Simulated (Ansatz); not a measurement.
# CH₇BO₂Si: a ladder of functionals and wavefunction methods

The task here is to estimate one member of a computed series from the others.

Method: functionals in def2-TZVPP, the program's frozen cores in correlated methods; program: Ansatz 0.2.0, Gaussian basis.

Plan: LDA (SPW92), PBE-D4, revPBE-D4, BLYP-D4, r2SCAN-D4, B97M-V, PBE0-D4, B3LYP-D4, r2SCANh-D4, r2SCAN0-D4, HSE06-D4, BHLYP-D4, CAM-B3LYP-D4, LC-ωPBE, ωB97X-V, ωB97M-V, B2PLYP, PBE-QIDH; CCSD(T)/def2-SVP; CCSD(T)/def2-TZVPP; MP2/def2-QZVPP; extrapolation to the limit; RPA on PBE.

## The relaxed structure

The geometry comes from an earlier relaxation with PBE0-D4 in a triple-zeta def2 set; it is a stationary point, not always the lowest conformer.

SMILES `OCOB[SiH3]`, 12 atoms, charge 0, spin multiplicity 1.

Atoms are counted from 1 here; the program's logs count them from 0.

Bond lengths: O1–C2 1.384 Å, O1–H6 0.962 Å, C2–O3 1.420 Å, C2–H7 1.092 Å, C2–H8 1.093 Å, O3–B4 1.351 Å, B4–Si5 2.034 Å, B4–H9 1.201 Å, Si5–H10 1.490 Å, Si5–H11 1.491 Å, Si5–H12 1.491 Å. Angles: C2–O1–H6 109.0°, O1–C2–O3 112.0°, O1–C2–H7 106.5°, O1–C2–H8 112.5°, O3–C2–H7 110.0°, O3–C2–H8 105.6°, H7–C2–H8 110.3°, C2–O3–B4 121.1°, O3–B4–Si5 125.5°, O3–B4–H9 114.3°, Si5–B4–H9 120.2°, B4–Si5–H10 115.0°, B4–Si5–H11 108.6°, B4–Si5–H12 109.7°, H10–Si5–H11 108.1°, H10–Si5–H12 107.8°, H11–Si5–H12 107.3°.

Coordinates:

```xyz
12
CH7BO2Si
O    -1.3450    0.7967    0.9016
C    -1.5334    0.1647   -0.3152
O    -0.5296    0.5118   -1.2569
B     0.7701    0.2185   -1.0324
Si    1.4989   -0.7317    0.6121
H    -1.4946    1.7407    0.7904
H    -1.5022   -0.9080   -0.1157
H    -2.4833    0.4351   -0.7842
H     1.5179    0.6007   -1.8913
H     0.5167   -1.5922    1.3289
H     2.0030    0.2939    1.5696
H     2.6587   -1.5854    0.2269
```

Set-up of the first run:

Contents of in.yaml:

```yaml
crystal:
  periodic: [false, false, false]
  atoms:
    - {symbol: O, position_ang: [-1.345025, 0.796669, 0.901621]}
    - {symbol: C, position_ang: [-1.533362, 0.164689, -0.315153]}
    - {symbol: O, position_ang: [-0.529557, 0.511812, -1.256921]}
    - {symbol: B, position_ang: [0.770090, 0.218503, -1.032412]}
    - {symbol: Si, position_ang: [1.498866, -0.731668, 0.612131]}
    - {symbol: H, position_ang: [-1.494631, 1.740659, 0.790378]}
    - {symbol: H, position_ang: [-1.502230, -0.908013, -0.115689]}
    - {symbol: H, position_ang: [-2.483308, 0.435146, -0.784190]}
    - {symbol: H, position_ang: [1.517898, 0.600650, -1.891251]}
    - {symbol: H, position_ang: [0.516680, -1.592153, 1.328876]}
    - {symbol: H, position_ang: [2.002997, 0.293897, 1.569596]}
    - {symbol: H, position_ang: [2.658685, -1.585391, 0.226913]}
basis:
  gaussian: {orbitals: def2-TZVPP}
hamiltonian: {xc: lda}
output: {orbitals: {seedname: orbitals}}
```

Launch:

```console
> ansatz run in.yaml --threads 4 --pin off --events-out ev --progress --plain --max-ram 10444MiB
```

Among the steps run: LDA; PBE-D4 (GGA); revPBE-D4 (GGA); BLYP-D4 (GGA); r2SCAN-D4 (meta-GGA); B97M-V (meta-GGA); B3LYP-D4 (hybrid); r2SCANh-D4 (hybrid); r2SCAN0-D4 (hybrid); HSE06-D4 (hybrid); BHLYP-D4 (hybrid); CAM-B3LYP-D4 (range-separated); LC-ωPBE (range-separated); ωB97X-V (range-separated); ωB97M-V (range-separated); B2PLYP (double hybrid); PBE-QIDH (double hybrid).

One table of the session follows, with a row left open; its other results are not shown here.

It belongs to the step «Frontier levels by functional». 

```
  functional  HOMO (eV)  gap (eV)
 LDA (SPW92)      -6.47      4.12
      PBE-D4      -6.38      4.27
   revPBE-D4      -6.33      4.33
     BLYP-D4      -6.28      4.34
   r2SCAN-D4      -6.63      4.79
      B97M-V      -6.77      4.80
     PBE0-D4      -7.65      6.50
    B3LYP-D4      -7.46      6.11
  r2SCANh-D4      -7.11      5.61
  r2SCAN0-D4      -7.82      6.82
    HSE06-D4      -7.25      5.72
    BHLYP-D4          ?         ?
CAM-B3LYP-D4      -9.03      9.00
     LC-ωPBE     -10.35     11.49
     ωB97X-V     -10.02     11.04
     ωB97M-V      -9.84     10.62
```

Estimate the missing values for BHLYP-D4.

Worked estimate for «HOMO (eV)». Against the share of exact exchange, BLYP-D4 (0, -6.28), B3LYP-D4 (0.2, -7.46) give a slope of -5.90 per unit share; at 0.5 the line stands at -9.23.

The run gave: HOMO (eV): -8.87; gap (eV): 8.74. In «HOMO (eV)» the line misses by -0.36.
